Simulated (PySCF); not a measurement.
**Changing the system itself: KN (triplet)**

One physical setting of the base script is moved in each run, with the edits that it forces.

Method: each script names its method and basis; program: PySCF 2.14.0.

3 further runs of the same task are left out: 3 that didn't finish.

**1. Where the work starts**

KN (triplet): 2 atoms, charge 0, spin multiplicity 3.

Bond lengths: K1–N2 2.600 Å.

**2. The base run**

input.py reads:

```python
from pyscf import gto, scf, mp

mol = gto.M(
    atom='K 0 0 0; N 0 0 2.6',
    basis='x2c-svpall',
    charge=0,
    spin=2,
    verbose=4,
)
mf = scf.UHF(mol)
mf = mf.sfx2c1e()
mf = mf.newton()
mf.kernel()
mp.MP2(mf, frozen=6).kernel()
mf.dip_moment()
print('orbital energies (hartree):', [e[max(0, n-3):n+3].round(4) for e, n in zip(mf.mo_energy, mol.nelec)])
```

On the command line:

```sh
OMP_NUM_THREADS=1 python input.py
```

Its log is not repeated here.

Base result: E(SCF) = -655.714700 Eh, 5 macro-iterations, E(MP2) − E(SCF) = -0.12016 Eh, ⟨S²⟩ = 2.966, μ = 2.81 D (of the SCF density).

⟨S²⟩ = 2.97 against 2.00 for a pure state: the determinant is spin-contaminated. The bond length is a typed value, not an optimised one. The triplet is typed in the script; nothing here shows that it is the ground state.

**3. Charge -1 (quartet)**

Variant 1 changes charge: 0 → -1; spin (2S): 2 → 3.

input.py reads:

```python
from pyscf import gto, scf, mp

mol = gto.M(
    atom='K 0 0 0; N 0 0 2.6',
    basis='x2c-svpall',
    charge=-1,
    spin=3,
    verbose=4,
)
mf = scf.UHF(mol)
mf = mf.sfx2c1e()
mf = mf.newton()
mf.kernel()
mp.MP2(mf, frozen=6).kernel()
mf.dip_moment()
print('orbital energies (hartree):', [e[max(0, n-3):n+3].round(4) for e, n in zip(mf.mo_energy, mol.nelec)])
```

On the command line:

```sh
OMP_NUM_THREADS=1 python input.py
```

**4. Bond 2.912 Å**

Variant 2 changes bond length: 2.6 Å → 2.912 Å.

Edit input.py of step 2 so:

```diff
@@ -3,3 +3,3 @@
 mol = gto.M(
-    atom='K 0 0 0; N 0 0 2.6',
+    atom='K 0 0 0; N 0 0 2.912',
     basis='x2c-svpall',
```

**5. Bond 3.25 Å**

Variant 3 changes bond length: 2.6 Å → 3.25 Å.

Edit input.py of step 2 so:

```diff
@@ -3,3 +3,3 @@
 mol = gto.M(
-    atom='K 0 0 0; N 0 0 2.6',
+    atom='K 0 0 0; N 0 0 3.25',
     basis='x2c-svpall',
```

What does the calculation give? Wanted: for each run, E(SCF); from base; gap, α spin; SCF dipole; after the SCF.

As calculated:

| run | E(SCF) (hartree) | from base (eV) | cycles | gap, α spin (eV) | SCF dipole (D) | after the SCF |
| --- | --- | --- | --- | --- | --- | --- |
| base | -655.714700 | 0 | 5 macro | 17.20 | 2.81 | MP2 correlation -3.270 eV, core frozen |
| charge -1 (quartet) | -655.692790 | +0.5962 | 3 macro | 4.68 | n/a | MP2 correlation -4.098 eV, core frozen |
| bond 2.912 Å | -655.721812 | -0.1935 | 5 macro | 16.84 | 2.18 | MP2 correlation -3.243 eV, core frozen |
| bond 3.25 Å | -655.724635 | -0.2704 | 5 macro | 16.52 | 1.59 | MP2 correlation -3.223 eV, core frozen |

**Reading.** Of the runs whose energies can be compared, “bond 3.25 Å” moves the SCF energy most (-0.270 eV). At the SCF level, adding an electron (to the quartet) costs 0.60 eV at fixed geometry; correlation, diffuse functions and relaxation can still bind it.
